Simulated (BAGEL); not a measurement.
# RI-MP2/cc-pVDZ (density fitting with cc-pvqz-jkfit) run of GeSiH3ClO (SMILES [SiH3][O][Ge][Cl])

What is the energy change on altering one bond length of GeSiH3ClO at RI-MP2/cc-pVDZ (density fitting with cc-pvqz-jkfit)? 

The calculation is run with BAGEL 1.2.2.

1 further run of the same task is left out (set aside as unsound or not needed).

**1. The system as given**

GeSiH3ClO: 7 atoms, total charge 0, spin state singlet. SMILES: `[SiH3][O][Ge][Cl]`. The shape is that of a PBE0-D4/def2-TZVP optimisation. This is one conformer, not always the lowest.

Bond lengths: Si1–O2 1.655 Å, O2–Ge3 1.768 Å, Ge3–Cl4 2.210 Å, Si1–H5 1.484 Å, Si1–H6 1.484 Å, Si1–H7 1.484 Å. Angles: Si1–O2–Ge3 138.4°, O2–Ge3–Cl4 99.4°, O2–Si1–H5 107.2°, O2–Si1–H6 110.4°, O2–Si1–H7 110.5°, H5–Si1–H6 109.5°, H5–Si1–H7 109.5°, H6–Si1–H7 109.7°.

**2. The energy at RI-MP2/cc-pVDZ (density fitting with cc-pvqz-jkfit)**

Contents of mp2.json:

```json
{ "bagel": [

{
  "title": "molecule",
  "basis": "cc-pvdz.json",
  "df_basis": "cc-pvqz-jkfit",
  "angstrom": true,
  "geometry": [
    { "atom": "Si", "xyz": [    0.184400,    0.664200,   -0.614200 ] },
    { "atom": "O", "xyz": [    0.434500,   -0.959500,   -0.413800 ] },
    { "atom": "Ge", "xyz": [    0.076600,   -2.215900,    0.776900 ] },
    { "atom": "Cl", "xyz": [   -0.991800,   -0.995100,    2.277600 ] },
    { "atom": "H", "xyz": [    0.795900,    1.045400,   -1.911300 ] },
    { "atom": "H", "xyz": [   -1.268900,    0.965100,   -0.643300 ] },
    { "atom": "H", "xyz": [    0.830700,    1.427800,    0.482400 ] }
  ]
},
{ "title": "hf" },
{ "title": "mp2", "ncore": 20 }

]}
```

The basis set cc-pVDZ is read from a file made from the Basis Set Exchange's data (not shown).

On the command line:

```
$ BAGEL_NUM_THREADS=1 BAGEL mp2.json > mp2.out
```

Output:

```text
* using 1 threads per process

  ===============================================================
  ===============================================================

  *** Geometry ***

  { "atom" : "Si", "xyz" : [      0.348465,      1.255156,     -1.160670 ] },
  { "atom" : "O", "xyz" : [      0.821086,     -1.813192,     -0.781969 ] },
  { "atom" : "Ge", "xyz" : [      0.144753,     -4.187444,      1.468128 ] },
  { "atom" : "Cl", "xyz" : [     -1.874230,     -1.880466,      4.304040 ] },
  { "atom" : "H", "xyz" : [      1.504033,      1.975520,     -3.611834 ] },
  { "atom" : "H", "xyz" : [     -2.397873,      1.823775,     -1.215661 ] },
  { "atom" : "H", "xyz" : [      1.569795,      2.698151,      0.911604 ] },

  Number of auxiliary basis functions:      773

  Since a DF basis is specified, we compute 2- and 3-index integrals:
    o Being stored without compression. Storage requirement is 0.052 GB

  Number of basis functions:       92
  Number of electrons      :       74

    * METHOD: MOLECULE                             0.59

  *** RHF ***

  === Nuclear Repulsion ===
   416.5511977919

      * DIIS with orbital gradients will be used.

  === RHF iteration (cc-pvdz.json) ===
      0      -2900.23582289          0.01414215           0.18
      1      -2900.34798755          0.01328802           0.16
      2      -2900.48515186          0.00130938           0.16
      3      -2900.48761217          0.00048677           0.16
      4      -2900.48800223          0.00011315           0.16
      5      -2900.48803278          0.00003046           0.16
      6      -2900.48803523          0.00000734           0.16
      7      -2900.48803535          0.00000252           0.18
      8      -2900.48803536          0.00000096           0.16
      9      -2900.48803536          0.00000026           0.16
     10      -2900.48803536          0.00000010           0.16
     11      -2900.48803536          0.00000004           0.16
     12      -2900.48803536          0.00000001           0.16
     13      -2900.48803536          0.00000000           0.16
    * SCF iteration converged.

    * Permanent dipole moment:
           (   -0.291225,     0.466543,     0.353285) a.u.

    * METHOD: HF                                   2.57

  *** RHF ***

  === Nuclear Repulsion ===
   416.5511977919

      * DIIS with orbital gradients will be used.

  === RHF iteration (cc-pvdz.json) ===
      0      -2900.48803536          0.00000000           0.16
    * SCF iteration converged.

    * Permanent dipole moment:
           (   -0.291225,     0.466543,     0.353285) a.u.

  === DF-MP2 calculation ===

    * freezing 20 orbitals
    * 3-index integral transformation done
    * assembly done

      MP2 correlation energy:   -0.5102184138      0.06

      MP2 total energy:       -2900.9982537786

    * METHOD: MP2                                  0.39

  ===============================================================
```

Run time: 3.9 s. Hardware: 1 thread of Intel Xeon 6975P-C (Granite Rapids), shared host; peak memory 0.22 GiB.

**3. The distorted shape**

Contents of calc.json:

```json
{ "bagel": [

{
  "title": "molecule",
  "basis": "cc-pvdz.json",
  "df_basis": "cc-pvqz-jkfit",
  "angstrom": true,
  "geometry": [
    { "atom": "Si", "xyz": [      -0.549401,       0.206760,       0.942321 ] },
    { "atom": "O", "xyz": [      -0.299301,      -1.416940,       1.142721 ] },
    { "atom": "Ge", "xyz": [      -0.657201,      -2.673340,       2.333421 ] },
    { "atom": "Cl", "xyz": [      -1.725601,      -1.452540,       3.834121 ] },
    { "atom": "H", "xyz": [       0.795900,       1.045400,      -1.911300 ] },
    { "atom": "H", "xyz": [      -2.002701,       0.507660,       0.913221 ] },
    { "atom": "H", "xyz": [       0.096899,       0.970360,       2.038921 ] }
  ]
},

{
  "title": "hf",
  "charge": 0
},

{
  "title": "mp2",
  "charge": 0,
  "ncore": 20
}

]}
```

The basis set cc-pVDZ is read from a file made from the Basis Set Exchange's data (not shown).

On the command line:

```
$ BAGEL_NUM_THREADS=1 BAGEL calc.json > calc.out
```

Output:

```text
* using 1 threads per process

  ===============================================================
  ===============================================================

  *** Geometry ***

  { "atom" : "Si", "xyz" : [     -1.038217,      0.390720,      1.780729 ] },
  { "atom" : "O", "xyz" : [     -0.565597,     -2.677629,      2.159430 ] },
  { "atom" : "Ge", "xyz" : [     -1.241930,     -5.051880,      4.409527 ] },
  { "atom" : "Cl", "xyz" : [     -3.260913,     -2.744903,      7.245439 ] },
  { "atom" : "H", "xyz" : [      1.504033,      1.975520,     -3.611834 ] },
  { "atom" : "H", "xyz" : [     -3.784556,      0.959338,      1.725738 ] },
  { "atom" : "H", "xyz" : [      0.183113,      1.833715,      3.853002 ] },

  Number of auxiliary basis functions:      773

  Since a DF basis is specified, we compute 2- and 3-index integrals:
    o Being stored without compression. Storage requirement is 0.052 GB

  Number of basis functions:       92
  Number of electrons      :       74

    * METHOD: MOLECULE                             0.57

  *** RHF ***

  === Nuclear Repulsion ===
   411.5056172135

      * DIIS with orbital gradients will be used.

  === RHF iteration (cc-pvdz.json) ===
      0      -2900.04541747          0.01389408           0.18
      1      -2900.14857093          0.01344834           0.16
      2      -2900.28828526          0.00131567           0.16
      3      -2900.29091004          0.00050558           0.16
      4      -2900.29134025          0.00011220           0.15
      5      -2900.29136931          0.00002728           0.16
      6      -2900.29137114          0.00000879           0.16
      7      -2900.29137129          0.00000399           0.18
      8      -2900.29137132          0.00000141           0.16
      9      -2900.29137132          0.00000038           0.16
     10      -2900.29137132          0.00000017           0.16
     11      -2900.29137132          0.00000007           0.15
     12      -2900.29137132          0.00000002           0.15
     13      -2900.29137132          0.00000001           0.16
    * SCF iteration converged.

    * Permanent dipole moment:
           (    0.399416,     1.034436,    -1.168921) a.u.

    * METHOD: HF                                   2.52

  *** RHF ***

  === Nuclear Repulsion ===
   411.5056172135

      * DIIS with orbital gradients will be used.

  === RHF iteration (cc-pvdz.json) ===
      0      -2900.29137132          0.00000000           0.15
    * SCF iteration converged.

    * Permanent dipole moment:
           (    0.399417,     1.034437,    -1.168923) a.u.

  === DF-MP2 calculation ===

    * freezing 20 orbitals
    * 3-index integral transformation done
    * assembly done

      MP2 correlation energy:   -0.5326500845      0.06

      MP2 total energy:       -2900.8240214093

    * METHOD: MP2                                  0.38

  ===============================================================
```

It took 3.9 s on 1 thread of Intel Xeon 6975P-C (Granite Rapids), shared host; peak memory 0.22 GiB.

**4. Summary of results**

At RI-MP2/cc-pVDZ (density fitting with cc-pvqz-jkfit), 20 core orbitals frozen:

```
                                                          quantity           value
                                         first shape: total energy  -2900.99825 Eh
         first shape: correlation energy (20 core orbitals frozen)      -510.2 mEh
                                     distorted shape: total energy  -2900.82402 Eh
     distorted shape: correlation energy (20 core orbitals frozen)      -532.7 mEh
energy change with the Si1–H5 bond stretched from 1.484 to 3.264 Å        4.741 eV
```

One bond (distorted shape) is far stretched, which a spin-restricted single reference describes badly; perturbation theory on it can break down and give far too much correlation. With the Si1–H5 bond stretched from 1.484 to 3.264 Å the energy rises by 4.74 eV (109 kcal/mol). The first shape isn't relaxed at this level, so the change isn't measured from a minimum. A restricted reference can't describe the breaking bond well at this length.
